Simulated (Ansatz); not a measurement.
# GeH6SeSi: basis-set convergence

One table from this session's results is given with a row withheld; the runs are named, their logs left out.

Computed with Ansatz 0.2.0, Gaussian basis. Level: one geometry, several basis sets.

Levels to be run: PBE0-D4/def2-SVP; ωB97M-V/def2-SVP; PBE0-D4/def2-QZVPP; ωB97M-V/def2-QZVPP; the functionals' def2-TZVPP values are taken from earlier runs.

### Structure used throughout

All runs share one geometry, relaxed beforehand with PBE0-D4 in a triple-zeta def2 set.

SMILES `[SiH3][Se][GeH3]`, 9 atoms, charge 0, spin multiplicity 1.

Atoms are counted from 1 here; the program's logs count them from 0.

Bond lengths: Si1–Se2 2.273 Å, Si1–H4 1.486 Å, Si1–H5 1.483 Å, Si1–H6 1.486 Å, Se2–Ge3 2.358 Å, Ge3–H7 1.536 Å, Ge3–H8 1.533 Å, Ge3–H9 1.536 Å. Angles: Se2–Si1–H4 110.9°, Se2–Si1–H5 106.5°, Se2–Si1–H6 111.0°, H4–Si1–H5 109.9°, H4–Si1–H6 108.6°, H5–Si1–H6 109.9°, Si1–Se2–Ge3 94.9°, Se2–Ge3–H7 109.7°, Se2–Ge3–H8 105.9°, Se2–Ge3–H9 109.8°, H7–Ge3–H8 110.8°, H7–Ge3–H9 109.8°, H8–Ge3–H9 110.7°.

Set-up of the first run:

in.yaml

```yaml
crystal:
  periodic: [false, false, false]
  atoms:
    - {symbol: Si, position_ang: [-0.754887, 0.820513, -1.278457]}
    - {symbol: Se, position_ang: [1.367826, 0.708894, -0.472323]}
    - {symbol: Ge, position_ang: [0.847253, -0.801662, 1.261183]}
    - {symbol: H, position_ang: [-1.226756, -0.517818, -1.718716]}
    - {symbol: H, position_ang: [-0.718402, 1.749371, -2.434148]}
    - {symbol: H, position_ang: [-1.689694, 1.335012, -0.244475]}
    - {symbol: H, position_ang: [0.279276, -2.099036, 0.665964]}
    - {symbol: H, position_ang: [2.166349, -1.072089, 1.994083]}
    - {symbol: H, position_ang: [-0.182566, -0.169484, 2.209789]}
basis:
  gaussian: {orbitals: def2-SVP}
hamiltonian: {xc: pbe0, dispersion: d4}
output: {orbitals: {seedname: orbitals}}
```

On the command line:

```
> ansatz run in.yaml --threads 4 --pin off --events-out ev --progress --plain --max-ram 10444MiB
```

Steps of the session up to this table: PBE0-D4 in def2-SVP; ωB97M-V in def2-SVP; PBE0-D4 in def2-QZVPP; ωB97M-V in def2-QZVPP.

One of the session's tables, all rows but one given; the rest of the session is left out.

It belongs to the step «Functionals by basis». 

| functional | basis | HOMO (eV) |
| --- | --- | --- |
| PBE0-D4 | def2-SVP | -6.91 |
| PBE0-D4 | def2-TZVPP | ? |
| PBE0-D4 | def2-QZVPP | -7.00 |
| ωB97M-V | def2-SVP | -8.99 |
| ωB97M-V | def2-TZVPP | -9.11 |
| ωB97M-V | def2-QZVPP | -9.12 |

Q: Estimate the row for PBE0-D4, def2-TZVPP from the others.

As computed: HOMO (eV): -6.99. In the column «HOMO (eV)» it lies between PBE0-D4, def2-QZVPP (-7.00) and PBE0-D4, def2-SVP (-6.91).
